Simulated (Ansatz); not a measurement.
# CH₈AsB (built from SMILES BC.[AsH3]): search for a transition state, part 2 of 2

Ansatz 0.2.0, Gaussian basis; PBE0-D4. The steps go on from the part before.

## 8. Relaxing after a step of 0.30 Å the other way along the mode

The input, downb/in.yaml:

```yaml
crystal:
  periodic: [false, false, false]
  atoms:
    - {symbol: B, position_ang: [0.409578, -0.306227, -0.665555]}
    - {symbol: C, position_ang: [0.893140, -0.606022, 0.808016]}
    - {symbol: H, position_ang: [1.137946, 0.438981, -1.300919]}
    - {symbol: H, position_ang: [-0.061042, -1.265209, -1.254372]}
    - {symbol: H, position_ang: [-0.472585, 0.335788, 0.116841]}
    - {symbol: As, position_ang: [-1.420746, 0.972298, -1.009741]}
    - {symbol: H, position_ang: [1.771473, -1.240192, 0.653903]}
    - {symbol: H, position_ang: [0.168193, -1.151940, 1.426092]}
    - {symbol: H, position_ang: [1.194335, 0.282492, 1.379258]}
    - {symbol: H, position_ang: [-1.177220, 2.171212, -0.100059]}
    - {symbol: H, position_ang: [-2.443072, 0.368820, -0.053464]}
basis:
  gaussian: {orbitals: def2-TZVP}
hamiltonian: {xc: pbe0, dispersion: d4}
relax: {f_tol: 0.005, max_steps: 200}
```

Run with:

```console
$ ansatz run in.yaml --threads 4 --pin off --events-out ev --progress --plain --max-ram 9574MiB
```

The log of the run:

```text
Functional definition: PBE0
  name "PBE0"
  cite "Adamo & Barone, J. Chem. Phys. 110, 6158 (1999) doi:10.1063/1.478522"
  cite "Perdew, Burke & Ernzerhof, Phys. Rev. Lett. 77, 3865 (1996) doi:10.1103/PhysRevLett.77.3865"
  parent pbe
  parameter a = 0.25
  parameter kappa = 0.804
  parameter beta = 0.06672455060314922
  exchange = (1 - a)*pbe_x(kappa = kappa, mu = beta*pi^2/3) + a*exact_x
  correlation = pbe_c(beta = beta)
1124 factors; their error is unknown
mean field evaluation 1: about -62666.1397 eV, gradient 5.7e1 eV
mean field evaluation 2: about -62652.9833 eV, gradient 8.4e1 eV
mean field evaluation 4: about -62674.1404 eV, gradient 4.2e0 eV
mean field evaluation 8: about -62674.1796 eV, gradient 2.3e-2 eV
mean field evaluation 16: about -62674.4196 eV, gradient 1.3e-4 eV
mean field -62674.41963071 eV, -2303.2424391812 hartree, gradient 2.3e-5 eV, S^2 0.000000; 0 other end points of the search recorded, 0 dependent functions left out
the calculation of the forces begins
reference -62674.41966195 eV, -2303.2424403291 hartree; 26, 26 occupied and 132, 132 virtual orbitals, 1124 factors
relax step   1: F+E_penalty+E_count = -62674.58134132 eV  Δ(F+E_penalty+E_count) = +0.000e0 eV  max|allowed force component| = 1.005e0 eV/Å  Δτ_max = 0.0000 Å  (27 SCF iters, accepted)
these checks for a lower state are left out or cut short: starts, cluster_reference, orbital_swaps, neighbouring_geometries, increment
1124 factors; their error is unknown
mean field -62674.56690016 eV, -2303.2478512337 hartree, gradient 9.5e-6 eV, S^2 0.000000; 0 other end points of the search recorded, 0 dependent functions left out
the calculation of the forces begins
reference -62674.56693205 eV, -2303.2478524054 hartree; 26, 26 occupied and 132, 132 virtual orbitals, 1124 factors
relax step   2: F+E_penalty+E_count = -62674.72361007 eV  Δ(F+E_penalty+E_count) = -1.423e-1 eV  max|allowed force component| = 4.875e-1 eV/Å  Δτ_max = 0.1885 Å  (30 SCF iters, accepted)
these checks for a lower state are left out or cut short: starts, cluster_reference, orbital_swaps, neighbouring_geometries, increment
1124 factors; their error is unknown
mean field evaluation 32: about -62674.6032 eV, gradient 7.4e-6 eV
mean field -62674.60323757 eV, -2303.2491866088 hartree, gradient 7.4e-6 eV, S^2 0.000000; 0 other end points of the search recorded, 0 dependent functions left out
the calculation of the forces begins
reference -62674.60326957 eV, -2303.2491877847 hartree; 26, 26 occupied and 132, 132 virtual orbitals, 1124 factors
relax step   3: F+E_penalty+E_count = -62674.75765278 eV  Δ(F+E_penalty+E_count) = -3.404e-2 eV  max|allowed force component| = 3.747e-1 eV/Å  Δτ_max = 0.0807 Å  (29 SCF iters, accepted)
these checks for a lower state are left out or cut short: starts, cluster_reference, orbital_swaps, neighbouring_geometries, increment
1124 factors; their error is unknown
mean field -62674.63531619 eV, -2303.2503654765 hartree, gradient 1.2e-5 eV, S^2 0.000000; 0 other end points of the search recorded, 0 dependent functions left out
the calculation of the forces begins
reference -62674.63534836 eV, -2303.2503666584 hartree; 26, 26 occupied and 132, 132 virtual orbitals, 1124 factors
relax step   4: F+E_penalty+E_count = -62674.78972681 eV  Δ(F+E_penalty+E_count) = -3.207e-2 eV  max|allowed force component| = 5.074e-1 eV/Å  Δτ_max = 0.1021 Å  (29 SCF iters, accepted)
these checks for a lower state are left out or cut short: starts, cluster_reference, orbital_swaps, neighbouring_geometries, increment
1124 factors; their error is unknown
mean field -62674.65689106 eV, -2303.2511583382 hartree, gradient 2.2e-5 eV, S^2 0.000000; 0 other end points of the search recorded, 0 dependent functions left out
the calculation of the forces begins
reference -62674.65692353 eV, -2303.2511595314 hartree; 26, 26 occupied and 132, 132 virtual orbitals, 1124 factors
relax step   5: F+E_penalty+E_count = -62674.80790391 eV  Δ(F+E_penalty+E_count) = -1.818e-2 eV  max|allowed force component| = 5.031e-1 eV/Å  Δτ_max = 0.0991 Å  (28 SCF iters, accepted)
these checks for a lower state are left out or cut short: starts, cluster_reference, orbital_swaps, neighbouring_geometries, increment
1124 factors; their error is unknown
mean field -62674.67553337 eV, -2303.2518434306 hartree, gradient 2.4e-5 eV, S^2 0.000000; 0 other end points of the search recorded, 0 dependent functions left out
the calculation of the forces begins
reference -62674.67556640 eV, -2303.2518446443 hartree; 26, 26 occupied and 132, 132 virtual orbitals, 1124 factors
relax step   6: F+E_penalty+E_count = -62674.82120417 eV  Δ(F+E_penalty+E_count) = -1.330e-2 eV  max|allowed force component| = 4.570e-1 eV/Å  Δτ_max = 0.1623 Å  (29 SCF iters, accepted)
these checks for a lower state are left out or cut short: starts, cluster_reference, orbital_swaps, neighbouring_geometries, increment
1124 factors; their error is unknown
mean field -62674.66065794 eV, -2303.2512967683 hartree, gradient 1.8e-5 eV, S^2 0.000000; 0 other end points of the search recorded, 0 dependent functions left out
the calculation of the forces begins
reference -62674.66069134 eV, -2303.2512979958 hartree; 26, 26 occupied and 132, 132 virtual orbitals, 1124 factors
relax step   7: F+E_penalty+E_count = -62674.80264903 eV  Δ(F+E_penalty+E_count) = +1.856e-2 eV  max|allowed force component| = 5.686e-1 eV/Å  Δτ_max = 0.0990 Å  (28 SCF iters, rejected (line search))
these checks for a lower state are left out or cut short: starts, cluster_reference, orbital_swaps, neighbouring_geometries, increment
1124 factors; their error is unknown
mean field evaluation 64: about -62674.6827 eV, gradient 1.6e-4 eV
mean field -62674.68267405 eV, -2303.2521058457 hartree, gradient 1.7e-5 eV, S^2 0.000000; 0 other end points of the search recorded, 0 dependent functions left out
the calculation of the forces begins
reference -62674.68270696 eV, -2303.2521070552 hartree; 26, 26 occupied and 132, 132 virtual orbitals, 1124 factors
relax step   8: F+E_penalty+E_count = -62674.82960197 eV  Δ(F+E_penalty+E_count) = -8.398e-3 eV  max|allowed force component| = 8.657e-2 eV/Å  Δτ_max = 0.0484 Å  (28 SCF iters, accepted)
these checks for a lower state are left out or cut short: starts, cluster_reference, orbital_swaps, neighbouring_geometries, increment
1124 factors; their error is unknown
mean field -62674.68891161 eV, -2303.2523350718 hartree, gradient 1.6e-5 eV, S^2 0.000000; 0 other end points of the search recorded, 0 dependent functions left out
the calculation of the forces begins
reference -62674.68894496 eV, -2303.2523362975 hartree; 26, 26 occupied and 132, 132 virtual orbitals, 1124 factors
relax step   9: F+E_penalty+E_count = -62674.83149878 eV  Δ(F+E_penalty+E_count) = -1.897e-3 eV  max|allowed force component| = 1.289e-1 eV/Å  Δτ_max = 0.0975 Å  (28 SCF iters, accepted)
these checks for a lower state are left out or cut short: starts, cluster_reference, orbital_swaps, neighbouring_geometries, increment
1124 factors; their error is unknown
mean field -62674.68829648 eV, -2303.2523124662 hartree, gradient 1.6e-5 eV, S^2 0.000000; 0 other end points of the search recorded, 0 dependent functions left out
the calculation of the forces begins
reference -62674.68832969 eV, -2303.2523136864 hartree; 26, 26 occupied and 132, 132 virtual orbitals, 1124 factors
relax step  10: F+E_penalty+E_count = -62674.83226112 eV  Δ(F+E_penalty+E_count) = -7.623e-4 eV  max|allowed force component| = 9.199e-2 eV/Å  Δτ_max = 0.0355 Å  (29 SCF iters, accepted)
these checks for a lower state are left out or cut short: starts, cluster_reference, orbital_swaps, neighbouring_geometries, increment
1124 factors; their error is unknown
mean field -62674.68905339 eV, -2303.2523402821 hartree, gradient 1.5e-5 eV, S^2 0.000000; 0 other end points of the search recorded, 0 dependent functions left out
the calculation of the forces begins
reference -62674.68908678 eV, -2303.2523415092 hartree; 26, 26 occupied and 132, 132 virtual orbitals, 1124 factors
relax step  11: F+E_penalty+E_count = -62674.83174436 eV  Δ(F+E_penalty+E_count) = +5.168e-4 eV  max|allowed force component| = 1.103e-1 eV/Å  Δτ_max = 0.0443 Å  (28 SCF iters, rejected (line search))
these checks for a lower state are left out or cut short: starts, cluster_reference, orbital_swaps, neighbouring_geometries, increment
1124 factors; their error is unknown
mean field -62674.69019599 eV, -2303.2523822719 hartree, gradient 1.6e-5 eV, S^2 0.000000; 0 other end points of the search recorded, 0 dependent functions left out
the calculation of the forces begins
reference -62674.69022927 eV, -2303.2523834948 hartree; 26, 26 occupied and 132, 132 virtual orbitals, 1124 factors
relax step  12: F+E_penalty+E_count = -62674.83343789 eV  Δ(F+E_penalty+E_count) = -1.177e-3 eV  max|allowed force component| = 2.700e-2 eV/Å  Δτ_max = 0.0212 Å  (29 SCF iters, accepted)
these checks for a lower state are left out or cut short: starts, cluster_reference, orbital_swaps, neighbouring_geometries, increment
1124 factors; their error is unknown
mean field evaluation 96: about -62674.4528 eV, gradient 6.9e-1 eV
mean field -62674.69066361 eV, -2303.2523994565 hartree, gradient 1.6e-5 eV, S^2 0.000000; 0 other end points of the search recorded, 0 dependent functions left out
the calculation of the forces begins
reference -62674.69069691 eV, -2303.2524006804 hartree; 26, 26 occupied and 132, 132 virtual orbitals, 1124 factors
relax step  13: F+E_penalty+E_count = -62674.83362365 eV  Δ(F+E_penalty+E_count) = -1.858e-4 eV  max|allowed force component| = 2.129e-2 eV/Å  Δτ_max = 0.0132 Å  (30 SCF iters, accepted)
these checks for a lower state are left out or cut short: starts, cluster_reference, orbital_swaps, neighbouring_geometries, increment
1124 factors; their error is unknown
mean field -62674.69318476 eV, -2303.2524921072 hartree, gradient 1.4e-5 eV, S^2 0.000000; 0 other end points of the search recorded, 0 dependent functions left out
the calculation of the forces begins
reference -62674.69321838 eV, -2303.2524933424 hartree; 26, 26 occupied and 132, 132 virtual orbitals, 1124 factors
relax step  14: F+E_penalty+E_count = -62674.83327108 eV  Δ(F+E_penalty+E_count) = +3.526e-4 eV  max|allowed force component| = 7.540e-2 eV/Å  Δτ_max = 0.0635 Å  (28 SCF iters, rejected (line search))
these checks for a lower state are left out or cut short: starts, cluster_reference, orbital_swaps, neighbouring_geometries, increment
1124 factors; their error is unknown
mean field -62674.69207616 eV, -2303.2524513666 hartree, gradient 1.6e-5 eV, S^2 0.000000; 0 other end points of the search recorded, 0 dependent functions left out
the calculation of the forces begins
reference -62674.69210958 eV, -2303.2524525948 hartree; 26, 26 occupied and 132, 132 virtual orbitals, 1124 factors
relax step  15: F+E_penalty+E_count = -62674.83389245 eV  Δ(F+E_penalty+E_count) = -2.688e-4 eV  max|allowed force component| = 1.480e-2 eV/Å  Δτ_max = 0.0284 Å  (28 SCF iters, accepted)
these checks for a lower state are left out or cut short: starts, cluster_reference, orbital_swaps, neighbouring_geometries, increment
1124 factors; their error is unknown
mean field -62674.69232756 eV, -2303.2524606057 hartree, gradient 1.6e-5 eV, S^2 0.000000; 0 other end points of the search recorded, 0 dependent functions left out
the calculation of the forces begins
reference -62674.69236101 eV, -2303.2524618348 hartree; 26, 26 occupied and 132, 132 virtual orbitals, 1124 factors
relax step  16: F+E_penalty+E_count = -62674.83392645 eV  Δ(F+E_penalty+E_count) = -3.401e-5 eV  max|allowed force component| = 3.931e-3 eV/Å  Δτ_max = 0.0049 Å  (30 SCF iters, accepted)
these checks for a lower state are left out or cut short: starts, cluster_reference, orbital_swaps, neighbouring_geometries, increment
1124 factors; their error is unknown
mean field evaluation 128: about -62674.6926 eV, gradient 2.9e-3 eV
mean field -62674.69262595 eV, -2303.2524715714 hartree, gradient 1.6e-5 eV, S^2 0.000000; 0 other end points of the search recorded, 0 dependent functions left out
the calculation of the forces begins
reference -62674.69265943 eV, -2303.2524728015 hartree; 26, 26 occupied and 132, 132 virtual orbitals, 1124 factors
relax step  17: F+E_penalty+E_count = -62674.83392955 eV  Δ(F+E_penalty+E_count) = -3.095e-6 eV  max|allowed force component| = 5.683e-3 eV/Å  Δτ_max = 0.0066 Å  (31 SCF iters, accepted)
these checks for a lower state are left out or cut short: starts, cluster_reference, orbital_swaps, neighbouring_geometries, increment
1124 factors; their error is unknown
mean field -62674.69260462 eV, -2303.2524707873 hartree, gradient 1.6e-5 eV, S^2 0.000000; 0 other end points of the search recorded, 0 dependent functions left out
the calculation of the forces begins
reference -62674.69263809 eV, -2303.2524720174 hartree; 26, 26 occupied and 132, 132 virtual orbitals, 1124 factors
relax step  18: F+E_penalty+E_count = -62674.83393130 eV  Δ(F+E_penalty+E_count) = -1.752e-6 eV  max|allowed force component| = 4.822e-3 eV/Å  Δτ_max = 0.0008 Å  (31 SCF iters, accepted)
1124 factors; their error is unknown
mean field evaluation 160: about -62674.6926 eV, gradient 1.9e-5 eV
mean field -62674.69260462 eV, -2303.2524707873 hartree, gradient 1.6e-5 eV, S^2 0.000000; 1 other end points of the search recorded, 0 dependent functions left out
the calculation of the forces begins
reference -62674.69263809 eV, -2303.2524720174 hartree; 26, 26 occupied and 132, 132 virtual orbitals, 1124 factors
Total energy: -62674.83396477 eV, -2303.2576656772 hartree
Atom 0 at     0.735427    -0.535707    -0.613362 Å, force    -0.000478    -0.000960    -0.004822 eV/Å
Atom 1 at     1.133041    -0.773460     0.877921 Å, force     0.001099    -0.000577    -0.000113 eV/Å
Atom 2 at     1.262372     0.330141    -1.255832 Å, force    -0.002107    -0.002494     0.001639 eV/Å
Atom 3 at     0.079937    -1.346341    -1.207894 Å, force     0.002341     0.003605     0.002086 eV/Å
Atom 4 at    -0.752724     0.528665    -0.105787 Å, force    -0.000281     0.000211    -0.001151 eV/Å
Atom 5 at    -1.771858     1.219487    -1.028746 Å, force     0.001309    -0.000816     0.001884 eV/Å
Atom 6 at     2.031870    -1.409167     0.805789 Å, force    -0.001584     0.001005     0.000441 eV/Å
Atom 7 at     0.409382    -1.339655     1.466918 Å, force     0.000196    -0.000049     0.000348 eV/Å
Atom 8 at     1.438511     0.120045     1.425212 Å, force     0.000048    -0.000224     0.000299 eV/Å
Atom 9 at    -1.653729     2.497435    -0.207379 Å, force    -0.000425    -0.000047    -0.000310 eV/Å
Atom 10 at    -2.912230     0.708559    -0.156842 Å, force    -0.000117     0.000346    -0.000301 eV/Å
Dipole moment:    -0.121875     0.090475     0.161142 e Å
```

Run time: 37 s. Hardware: 4 threads of Arm Neoverse V2, shared host.

The steps of the relaxation: (the energy doesn't fall at every step)

```csv
step,energy from step 1 (eV),largest force component (eV/Å)
1,0.0000,1.0048
2,-0.1423,0.4875
3,-0.1763,0.3747
4,-0.2084,0.5074
5,-0.2266,0.5031
6,-0.2399,0.4570
7,-0.2213,0.5686
8,-0.2483,0.0866
9,-0.2502,0.1289
10,-0.2509,0.0920
11,-0.2504,0.1103
12,-0.2521,0.0270
13,-0.2523,0.0213
14,-0.2519,0.0754
15,-0.2526,0.0148
16,-0.2526,0.0039
17,-0.2526,0.0057
18,-0.2526,0.0048
```

Close pairs (by a distance rule), those that changed most:

```
  bond  before (Å)  after (Å)  change (Å)
B1–As6       2.259      3.089      +0.830
 B1–H5       1.343      1.899      +0.556
H5–As6       1.604      1.539      -0.065
 B1–H3       1.220      1.200      -0.020
 B1–H4       1.220      1.200      -0.020
 B1–C2       1.580      1.562      -0.018
 C2–H7       1.094      1.103      +0.009
 C2–H9       1.098      1.091      -0.007
```

## 9. The three structures

```csv
pair,start side (Å),saddle (Å),end side (Å)
B1–As6,3.089,2.159,1.983
C2–H5,2.494,1.445,1.091
B1–C2,1.562,1.766,3.310
H5–As6,1.539,1.957,3.463
```

## 10. What came out

What follows sums up all 2 parts.

| quantity | value |
| --- | --- |
| imaginary mode | 848i cm⁻¹ |
| barrier from the start side | 0.433 eV |
| barrier from the end side | 0.661 eV |
| energy of the step | -0.228 eV |
| pairs that change | B1–As6 formed, C2–H5 formed, B1–C2 broken, H5–As6 broken |
| zero-point energy at the saddle | 2.238 eV |

One imaginary mode, 848i cm⁻¹, makes this a first-order saddle. It joins the planned start and end. At PBE0-D4/def2-TZVP the electronic barrier is 0.433 eV, about 17 kT at 298 K, and the step runs 0.228 eV downhill. These are plain relaxations, not an intrinsic reaction coordinate.
